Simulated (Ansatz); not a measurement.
CH3Se, SMILES C[Se], a relaxed scan of one distance

Computed with Ansatz 0.2.0 through its Python package.

Notebook, run cell by cell (the value of a cell's last expression is shown):

In [1]:
```python
import ansatz as az
from ase import Atoms
import numpy as np
```

In [2]:
```python
atoms = Atoms(['C', 'Se', 'H', 'H', 'H'], positions=[
    (-0.11987, -0.10767, 0.07753),
    (1.18881, 1.06378, -0.76596),
    (0.18584, -1.13997, -0.06782),
    (-0.16537, 0.12227, 1.13847),
    (-1.0894, 0.06159, -0.38223),
])
geometry = az.Crystal.molecule_from_ase(atoms)

calc = (
    geometry.calculation()
    .basis(gaussian='def2-SVP')
    .functional('pbe')
    .spin('collinear', total=1)
)
symbols = [site.symbol for site in geometry.cartesian_sites]
pairs = [(0, 1), (0, 2), (0, 3), (0, 4)]
print('held (A)   E (eV)        ', '  '.join(f'{symbols[i]}{i}-{symbols[j]}{j}' for i, j in pairs))
for length in [1.0, 1.09, 1.17, 1.3, 1.47]:
    summary = calc.relax(constraints=[az.DistanceConstraint((0, 3), at=length)], force_tolerance=0.02, max_steps=60).run().report
    xyz = np.array(summary['positions_ang'])
    print(f'{length:6.2f} {summary["free_energy_ev"]:14.5f}  ', '  '.join(f'{np.linalg.norm(xyz[i] - xyz[j]):.3f}' for i, j in pairs))
```
```text
held (A)   E (eV)         C0-Se1  C0-H2  C0-H3  C0-H4
DeckWarning: relax.constraints: the input's atoms, or those drawn, lie off the distances that are held; a relaxation that starts there is brought onto them ahead of its first SCF, by positions alone, [...]
  1.00   -66414.15221   1.952  1.109  1.000  1.109
  1.09   -66414.36847   1.948  1.107  1.090  1.107
  1.17   -66414.32829   1.944  1.107  1.170  1.107
  1.30   -66413.99083   1.933  1.106  1.300  1.106
  1.47   -66413.34210   1.917  1.106  1.470  1.106
```

Caveats:
- Total energies depend on the basis set; only differences at equal settings carry meaning.
- Warnings are shown shortened and without file and line.
- The energies are electronic: no zero-point or thermal terms, and the basis set is short of its limit.
- The run takes the species as open-shell (spin multiplicity 2), which needn't be its ground state.
- The whole script took 4.3 min on 1 thread of AMD EPYC 7571, on a shared host, peak memory 0.23 GiB.
